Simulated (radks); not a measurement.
# Br inside a hard spherical wall

An exercise on one series of results from a longer session: the logs are not shown, and one member is left open.

Program: radks (a radial shooting solver on a logarithmic mesh, Libxc functionals) version 1. Level of theory: non-relativistic Kohn-Sham, PBE, spin-unpolarised, spherical densities, point nucleus. These are calculated values, not measurements, unless marked.

## The atom as given

```
element       : bromine (Z = 35)
charge        : 0
electrons     : 35
configuration : [Ar] 3d10 4s2 4p5
```

The outer shells:

Br
```
[Ar] core
3d [↑↓][↑↓][↑↓][↑↓][↑↓]
4s [↑↓]
4p [↑↓][↑↓][↑ ]
```

The first run:

Settings of this run:

```text
Z 35
configuration [Ar] 3d10 4s2 4p5 5s0 4d0 5p0
relativity non-relativistic
functional pbe,pbe
spin unpolarised
nucleus point
```

Among the steps run: The free atom; Wall at 20 bohr; Wall at 15 bohr; Wall at 10 bohr; Wall at 8 bohr; Wall at 5 bohr; Wall at 4 bohr; Wall at 2.5 bohr.

One table of the session follows, with a row left open; its other results are not shown here.

```
R (bohr)  E − E(free) (eV)
    free             0.000
      20             0.000
      15             0.000
      10             0.001
       8             0.015
       5                 ?
       4             7.080
     2.5            99.816
```

Estimate the missing values for R (bohr) = 5.

Worked estimate for «E − E(free) (eV)». A straight line through the neighbours (8, 0.015) and (4, 7.080) gives 0.015 + (7.080 − 0.015) × (5 − 8) / (4 − 8) = 5.314; a parabola fitted to 4 rows on both sides gives 4.755.

The run gave: E − E(free) (eV): 1.431. In «E − E(free) (eV)» the line misses by +3.883 and the parabola by +3.324. Between these rows the values bend or scatter more than so simple an estimate can follow.

Shells are not refilled when levels cross, and a hard wall is a model, not a crystal.
